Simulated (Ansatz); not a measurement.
# Al12Ga: the cost of one run

Program: Ansatz 0.2.0. Level of theory: DFT LDA, scalar-relativistic, plane waves, PAW. These are calculated values, not measurements.

5 further runs of the same task are left out: 5 set aside as unsound or not needed. Runs told in other sessions of the task aren't counted.

**1. The structure to begin with**

The structure is monoclinic, space group Cm (No. 8). Conventional cell: a = 7.968 Å, b = 7.968 Å, c = 21.104 Å, α = 90.00°, β = 90.00°, γ = 90.00°. Al (site symmetry m) is surrounded by 8 Al at 2.82 to 2.86 Å. Al (site symmetry 1) has 8 Al at 2.82 to 2.86 Å in its first shell of neighbours. Around Al (site symmetry m) lie 12 Al at 2.82 to 2.86 Å. Al (site symmetry 1) has 12 Al at 2.82 to 2.86 Å in its first shell of neighbours. Al (site symmetry m) is surrounded by 1 Ga at 2.21 Å. Around Al (site symmetry 1) lie 1 Ga at 2.75 Å and 8 Al at 2.82 to 2.86 Å. Only part of the 10 independent sites is listed.

Structure file:

```cif
data_structure
_symmetry_space_group_name_H-M 'P 1'
_symmetry_Int_Tables_number 1
_cell_length_a 5.6344
_cell_length_b 5.6344
_cell_length_c 21.1039
_cell_angle_alpha 90.000
_cell_angle_beta 90.000
_cell_angle_gamma 90.000
_cell_volume 669.97
loop_
_atom_site_label
_atom_site_type_symbol
_atom_site_fract_x
_atom_site_fract_y
_atom_site_fract_z
_atom_site_occupancy
Al1 Al 0.25000 0.25000 0.18954 1
Al2 Al 0.25000 0.75000 0.18954 1
Al3 Al 0.75000 0.25000 0.18954 1
Al4 Al 0.75000 0.75000 0.18954 1
Al5 Al 0.00000 0.00000 0.28675 1
Al6 Al 0.00000 0.50000 0.28675 1
Al7 Al 0.50000 0.00000 0.28675 1
Al8 Al 0.50000 0.50000 0.28675 1
Al9 Al 0.25000 0.25000 0.38400 1
Al10 Al 0.25000 0.75000 0.38400 1
Al11 Al 0.75000 0.25000 0.38400 1
Al12 Al 0.75000 0.75000 0.38400 1
Ga1 Ga 0.41667 0.41667 0.46787 1
```

This is the geometry of the first run shown, built on a cell relaxed beforehand with the same method.

**2. Plan of the line**

Atoms count from 1 in the order of the input.

Ga is moved along a line over the surface and along the normal, above a rigid substrate.

The axes are (1) position of Ga13 along the diagonal of the surface cell, from above Al9: 6 values from 0.00 to 3.32 Å, periodic; (2) height of Ga13 above the plane of Al9: 8 values from 0.95 to 4.19 Å.

Nothing else is relaxed. Points are written as (first, second).

**3. Point (1.33 Å, 1.77 Å)**

A dipole layer in the vacuum cancels the field that periodic copies would set up if the slab's two faces differ.

File input.yaml:

```yaml
crystal:
  lattice:
    - [5.634373102, 0.0, 0.0]
    - [0.0, 5.634373102, 0.0]
    - [0.0, 0.0, 21.1039189491]
  atoms:
    - { symbol: Al, position: [0.25, 0.25, 0.1895382564] }
    - { symbol: Al, position: [0.25, 0.75, 0.1895382564] }
    - { symbol: Al, position: [0.75, 0.25, 0.1895382564] }
    - { symbol: Al, position: [0.75, 0.75, 0.1895382564] }
    - { symbol: Al, position: [0.0, 0.0, 0.2867506898] }
    - { symbol: Al, position: [0.0, 0.5, 0.2867506898] }
    - { symbol: Al, position: [0.5, 0.0, 0.2867506898] }
    - { symbol: Al, position: [0.5, 0.5, 0.2867506898] }
    - { symbol: Al, position: [0.25, 0.25, 0.3840006668] }
    - { symbol: Al, position: [0.25, 0.75, 0.3840006668] }
    - { symbol: Al, position: [0.75, 0.25, 0.3840006668] }
    - { symbol: Al, position: [0.75, 0.75, 0.3840006668] }
    - { symbol: Ga, position: [0.4166666667, 0.4166666667, 0.4678713453], spin: 1.0 }
basis:
  ecutwfc: 420
kpoints:
  mp_grid: { grid: [5, 5, 1] }
hamiltonian:
  xc: lda
  pseudopotentials: { kind: paw, azcp: { folder: soft_1 } }
scf:
  occupations: { method: gaussian, width: 0.1 }
output:
  forces: true
  eigenvalues: true
  populations: true
magnetization:
  spin_polarized: true
efield:
  axis: 3
  dipole_correction: true
  ramp_width: 0.04
```

Run with:

```sh
ansatz run input.yaml --threads 1 --pin off --max-ram 3072MiB --backend cpu --events-out ev --progress --plain --runs-dir out
```

What time and memory should one allow on 1 thread of Intel Xeon Platinum 8488C (Sapphire Rapids), shared host?

About 54 s, with a peak of 0.9 GiB.
